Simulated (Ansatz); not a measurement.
A nudged elastic band was laid between two geometries of a periodic cell of 17 atoms, Rb16H (host Rb, host structure bcc, interstitial H).

The calculation used DFT PBE-D3(BJ), scalar-relativistic, plane waves, PAW in Ansatz. Settings: cutoff 420 eV, k mesh 2x2x2, fermi-dirac smearing 0.1 eV, no spin polarisation.

| Property | Result |
| --- | --- |
| movable images | 7 |
| climbing image | yes |
| spring | 5.0 eV/Å² |
| optimiser | quadratic models (default) |
| start path | straight line |
| force threshold | 0.05 eV/Å |
| iteration limit | 22 |
| end points | relaxed |

Image 0:

```xyz
17
Lattice="11.1800 0.0000 0.0000 0.0000 11.1800 0.0000 0.0000 0.0000 11.1800" Properties=species:S:1:pos:R:3
Rb 0.000 -0.140 -0.183
Rb 5.590 0.042 -0.385
Rb 0.002 5.806 0.088
Rb 0.000 -0.140 5.768
Rb 2.704 2.582 2.793
Rb 5.593 5.373 0.154
Rb 5.590 0.043 5.974
Rb 8.480 2.582 2.793
Rb 0.002 5.805 5.497
Rb 2.978 8.526 2.794
Rb 2.640 3.013 8.382
Rb 5.593 5.370 5.428
Rb 8.207 8.525 2.794
Rb 8.547 3.015 8.382
Rb 3.179 8.345 8.386
Rb 8.001 8.344 8.386
H 5.589 9.782 8.385
```

Image 8:

```xyz
17
Lattice="11.1800 0.0000 0.0000 0.0000 11.1800 0.0000 0.0000 0.0000 11.1800" Properties=species:S:1:pos:R:3
Rb -0.003 -0.173 -0.138
Rb 5.586 -0.368 0.033
Rb -0.003 5.756 -0.139
Rb -0.003 0.101 5.788
Rb 2.690 2.791 2.592
Rb 5.586 5.961 0.027
Rb 5.587 0.151 5.379
Rb 8.485 2.791 2.592
Rb -0.003 5.482 5.788
Rb 2.639 8.381 3.004
Rb 2.961 2.792 8.522
Rb 5.587 5.432 5.379
Rb 8.535 8.381 3.004
Rb 8.213 2.792 8.522
Rb 3.166 8.380 8.354
Rb 8.015 8.380 8.350
H 5.588 8.383 9.783
```

Which bonds break or form, and what moves?

Contacts lost: Rb2–Rb7, Rb7–H17. Contacts made: Rb2–Rb6, Rb6–H17. The atom that moves furthest is H17, by 1.98 Å; four of its nearest neighbours are Rb15 2.81, Rb2 2.81, Rb16 2.81, Rb7 2.81 Å at the first end and Rb6 2.81, Rb15 2.81, Rb16 2.82, Rb2 2.82 Å at the last.

What energy profile does the band end with?

The run converged. The highest image is number 4 of 0 to 8, 0.062 eV above the ends, which have the same energy within 2 meV. The order of the stationary point at the top wasn't checked. Limits of this set-up: coarse k mesh, odd electron count without spin, a small cell, in which the defect meets its images.

| image | path coordinate (Å) | energy (eV) | Rb2–Rb7 (Å) | Rb7–H17 (Å) | Rb2–Rb6 (Å) |
| --- | --- | --- | --- | --- | --- |
| 0 | 0.00 | 0.000 | 4.82 | 2.81 | 5.36 |
| 1 | 0.49 | 0.005 | 4.84 | 2.83 | 5.52 |
| 2 | 0.98 | 0.023 | 4.76 | 2.86 | 5.18 |
| 3 | 1.47 | 0.048 | 4.65 | 2.97 | 4.89 |
| 4 | 1.96 | 0.062 | 4.71 | 3.42 | 4.70 |
| 5 | 2.45 | 0.048 | 4.90 | 4.06 | 4.64 |
| 6 | 2.93 | 0.023 | 5.17 | 4.61 | 4.76 |
| 7 | 3.41 | 0.006 | 5.51 | 5.01 | 4.84 |
| 8 | 3.90 | -0.001 | 5.37 | 5.30 | 4.85 |

What is the geometry of the highest image?


```xyz
17
Lattice="11.1800 0.0000 0.0000 0.0000 11.1800 0.0000 0.0000 0.0000 11.1800" Properties=species:S:1:pos:R:3:forces:R:3
Rb 0.000 -0.048 -0.049 0.00 0.00 0.00
Rb 5.590 -0.339 -0.339 0.00 0.00 0.00
Rb 0.000 5.688 0.191 0.00 0.00 0.00
Rb 0.000 0.193 5.688 0.00 0.00 0.00
Rb 3.020 2.674 2.674 0.00 0.00 0.00
Rb 5.590 6.138 -0.236 0.00 0.00 0.00
Rb 5.590 -0.235 6.136 0.00 0.00 0.00
Rb 8.159 2.674 2.674 0.00 0.00 0.00
Rb 0.000 5.461 5.462 0.00 0.00 0.00
Rb 2.828 8.531 2.952 0.00 0.00 0.00
Rb 2.830 2.952 8.531 0.00 0.00 0.00
Rb 5.589 5.543 5.542 0.00 0.00 0.00
Rb 8.351 8.531 2.952 0.00 0.00 0.00
Rb 8.349 2.952 8.531 0.00 0.00 0.00
Rb 2.803 8.308 8.308 0.00 0.00 0.00
Rb 8.374 8.309 8.309 0.00 0.00 0.00
H 5.590 8.810 8.811 0.00 0.00 0.00
```

The run took 9.9 min on 4 threads of Intel(R) Xeon(R) Platinum 8375C CPU @ 2.90GHz (Ice Lake), with other jobs on the host, peak memory 5.6 GiB.
